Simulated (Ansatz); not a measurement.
# CH₂GaN: small, medium and large basis sets

One table from this session's results is given with a row withheld; the runs are named, their logs left out.

Program: Ansatz 0.2.0, Gaussian basis. Level of theory: one geometry, several basis sets. These are calculated values, not measurements.

Plan: PBE0-D4/def2-SVP; ωB97M-V/def2-SVP; PBE0-D4/def2-QZVPP; ωB97M-V/def2-QZVPP; the functionals' def2-TZVPP values are taken from earlier runs.

## Structure used throughout

The geometry comes from an earlier relaxation with PBE0-D4 in a triple-zeta def2 set; it is a stationary point.

5 atoms, charge 0, spin multiplicity 1.

Atoms are counted from 1 here; the program's logs count them from 0.

Bond lengths: N1–C2 1.154 Å, C2–Ga3 1.949 Å, Ga3–H4 1.553 Å, Ga3–H5 1.553 Å. Angles: N1–C2–Ga3 179.9°, C2–Ga3–H4 116.1°, C2–Ga3–H5 116.1°, H4–Ga3–H5 127.9°.

Geometry (Å):

| atom | x (Å) | y (Å) | z (Å) |
| --- | --- | --- | --- |
| N1 | 1.70137 | -1.06841 | 1.26596 |
| C2 | 0.87685 | -0.55435 | 0.64402 |
| Ga3 | -0.51748 | 0.31389 | -0.40560 |
| H4 | -1.74717 | -0.56377 | -0.76451 |
| H5 | -0.26357 | 1.79903 | -0.78128 |

The first run:

The input, in.yaml:

```yaml
crystal:
  periodic: [false, false, false]
  atoms:
    - {symbol: N, position_ang: [1.701374, -1.068412, 1.265963]}
    - {symbol: C, position_ang: [0.876849, -0.554347, 0.644024]}
    - {symbol: Ga, position_ang: [-0.517484, 0.313895, -0.405603]}
    - {symbol: H, position_ang: [-1.747173, -0.563768, -0.764508]}
    - {symbol: H, position_ang: [-0.263566, 1.799032, -0.781276]}
basis:
  gaussian: {orbitals: def2-SVP}
hamiltonian: {xc: pbe0, dispersion: d4}
output: {orbitals: {seedname: orbitals}}
```

The run is started by

```
$ ansatz run in.yaml --threads 4 --pin off --events-out ev --progress --plain --max-ram 10444MiB
```

Steps of the session up to this table: PBE0-D4 in def2-SVP; ωB97M-V in def2-SVP; PBE0-D4 in def2-QZVPP; ωB97M-V in def2-QZVPP.

One of the session's tables, all rows but one given; the rest of the session is left out.

It belongs to the step «Functionals by basis». 

```
functional       basis  HOMO (eV)  LUMO (eV)
   PBE0-D4    def2-SVP      -9.20      -2.62
   PBE0-D4  def2-TZVPP      -9.27      -2.69
   PBE0-D4  def2-QZVPP      -9.29      -2.70
   ωB97M-V    def2-SVP     -11.39      -0.81
   ωB97M-V  def2-TZVPP          ?          ?
   ωB97M-V  def2-QZVPP     -11.52      -0.99
```

**Question.** Estimate the row for ωB97M-V, def2-TZVPP.

The run gave: HOMO (eV): -11.51; LUMO (eV): -0.91. In the column «HOMO (eV)» it lies between ωB97M-V, def2-QZVPP (-11.52) and ωB97M-V, def2-SVP (-11.39).
